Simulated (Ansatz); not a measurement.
# SnMe2 (C2H6Sn): structure and electronic state

What does SnMe2 (C2H6Sn) look like as a singlet, and where do its frontier electrons sit?

Method: RKS PBE0-D4/def2-TZVP; program: Ansatz 0.2.0, Gaussian basis.

The runs, in order: relaxation at PBE0-D4/def2-TZVP; a search for the lowest solution at PBE0-D4/def2-SVP; a single point at PBE0-D4/def2-TZVP.

**1. Starting geometry**

9 atoms, charge 0, spin multiplicity 1.

Atoms are counted from 1 here; the program's logs count them from 0.

Bond lengths: Sn1–C2 2.261 Å, Sn1–C6 2.262 Å, C2–H3 1.090 Å, C2–H4 1.090 Å, C2–H5 1.089 Å, C6–H7 1.090 Å, C6–H8 1.090 Å, C6–H9 1.091 Å. Angles: C2–Sn1–C6 93.4°, Sn1–C2–H3 110.6°, Sn1–C2–H4 110.7°, Sn1–C2–H5 113.6°, H3–C2–H4 107.0°, H3–C2–H5 107.4°, H4–C2–H5 107.3°, Sn1–C6–H7 110.4°, Sn1–C6–H8 110.8°, Sn1–C6–H9 113.8°, H7–C6–H8 106.9°, H7–C6–H9 107.3°, H8–C6–H9 107.4°.

Coordinates:

```
Sn    0.00457    0.01678   -1.56963
C     1.64685   -0.01565   -0.01536
H     1.57430   -0.91272    0.59941
H     1.55826    0.83800    0.65621
H     2.64945    0.00804   -0.44014
C    -1.64669    0.01441   -0.02298
H    -1.59080    0.91194    0.59295
H    -1.54615   -0.83726    0.64919
H    -2.64980   -0.02354   -0.44964
```

Sn takes a core potential in the def2 sets. No spin-orbit coupling is included.

The start is a GFN2-xTB geometry.

**2. Optimising with PBE0-D4/def2-TZVP**

in.yaml

```yaml
crystal:
  periodic: [false, false, false]
  atoms:
    - {symbol: Sn, position_ang: [0.004570, 0.016780, -1.569630]}
    - {symbol: C, position_ang: [1.646850, -0.015650, -0.015360]}
    - {symbol: H, position_ang: [1.574300, -0.912720, 0.599410]}
    - {symbol: H, position_ang: [1.558260, 0.838000, 0.656210]}
    - {symbol: H, position_ang: [2.649450, 0.008040, -0.440140]}
    - {symbol: C, position_ang: [-1.646690, 0.014410, -0.022980]}
    - {symbol: H, position_ang: [-1.590800, 0.911940, 0.592950]}
    - {symbol: H, position_ang: [-1.546150, -0.837260, 0.649190]}
    - {symbol: H, position_ang: [-2.649800, -0.023540, -0.449640]}
basis:
  gaussian: {orbitals: def2-TZVP}
hamiltonian: {xc: pbe0, dispersion: d4}
scf: {lower_state_search: "off"}
output: {orbitals: {seedname: orbitals}}
relax: {f_tol: 0.02, max_steps: 100}
```

The run is started by

```sh
$ ansatz run in.yaml --threads 4 --pin off --events-out ev --progress --plain --max-ram 3916MiB
```

Further steps of the session: Searching for the lowest solution, PBE0-D4/def2-SVP; Single point, PBE0-D4/def2-TZVP.

**Question.** What will the summary of the whole plan be? Wanted: point group; commonest bond, hydrogen aside; HOMO, LUMO at PBE0-D4/def2-TZVP; dipole at PBE0-D4/def2-TZVP.

The runs gave:

```
                       quantity                           value
                    point group                             C2v
 commonest bond, hydrogen aside  C–Sn, 2 of mean length 2.190 Å
HOMO, LUMO at PBE0-D4/def2-TZVP                 -5.92, -2.30 eV
    dipole at PBE0-D4/def2-TZVP                          0.25 D
```

In words: The molecule keeps its bonding pattern by the stored test; the atoms moved 0.07 Å (rms). No usable vibrations, so a minimum isn't proven.
